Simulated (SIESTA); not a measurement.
The system is Mo3Se2S4, a slab with vacuum.

```xyz
9
Lattice="3.2268 0.0000 0.0000 -1.6134 2.7945 0.0000 0.0000 0.0000 29.1295" Properties=species:S:1:pos:R:3 pbc="T T T"
Mo    1.6134    0.9315    0.0034
Mo    0.0000    1.8630    6.7303
Mo    0.0000    1.8630   22.3956
Se    0.0000    1.8630   27.4457
Se    0.0000    1.8630    1.6909
S     1.6134    0.9315    8.2690
S     1.6134    0.9315   23.9353
S     1.6134    0.9315    5.1905
S     1.6134    0.9315   20.8572
```

| Quantity | Value |
| --- | --- |
| Program | SIESTA 5.4.2 |
| Task | single point |
| Functional | PBEsol |
| Potentials or basis | PseudoDojo 0.4 standard (PBEsol files) |
| Basis | DZP (energy shift 0.003 Ry; two zetas on semicore shells) |
| Grid cutoff | 800 Ry |
| Energy shift | 0.003 Ry |
| k mesh | 9 × 9 × 1 |
| Occupations | fermi-dirac, width 0.05 eV |
| Spin | no spin polarisation |

On this cell: largest force 0.691 eV/Å; band gap on the k mesh 0.89 eV, direct.

The same run follows on a disturbed copy (atoms moved at random, drawn with an rms of 0.05 Å):

```
Mo Se S
1.0
     3.22680    0.00000    0.00000
    -1.61340    2.79449    0.00000
     0.00000    0.00000   29.12949
Mo Se S
3 2 4
Direct
  0.67203 0.32211 0.99972
  0.33951 0.67090 0.23207
  0.33118 0.67565 0.76972
  0.34903 0.67044 0.94117
  0.33159 0.68868 0.05951
  0.66185 0.33064 0.28341
  0.65652 0.31829 0.82143
  0.66370 0.34027 0.17894
  0.67526 0.33368 0.71584
```

Q: What changes?

A: The energy moves by +15.0 meV/atom; largest force 1.492 eV/Å; band gap on the k mesh 0.74 eV, direct.

Forces on the atoms (eV/Å):
```
Mo  -0.515  1.156  0.399
Mo  -0.595 -0.137 -0.830
Mo   0.588 -0.952 -0.987
Se  -0.025 -0.400 -0.356
Se   0.536 -0.757 -0.043
S    0.263  0.205  1.001
S   -0.149  0.731  0.870
S    0.332 -0.067 -0.256
S   -0.435  0.221  0.201
```

Stress tensor (GPa, compression positive):
```
-1.26  0.13  0.79
 0.13 -0.14  0.32
 0.79  0.32  1.39
```

Caveats: the basis of atomic orbitals isn't converged, which shifts pressures, moduli and gaps.

A k mesh can miss the band edges.
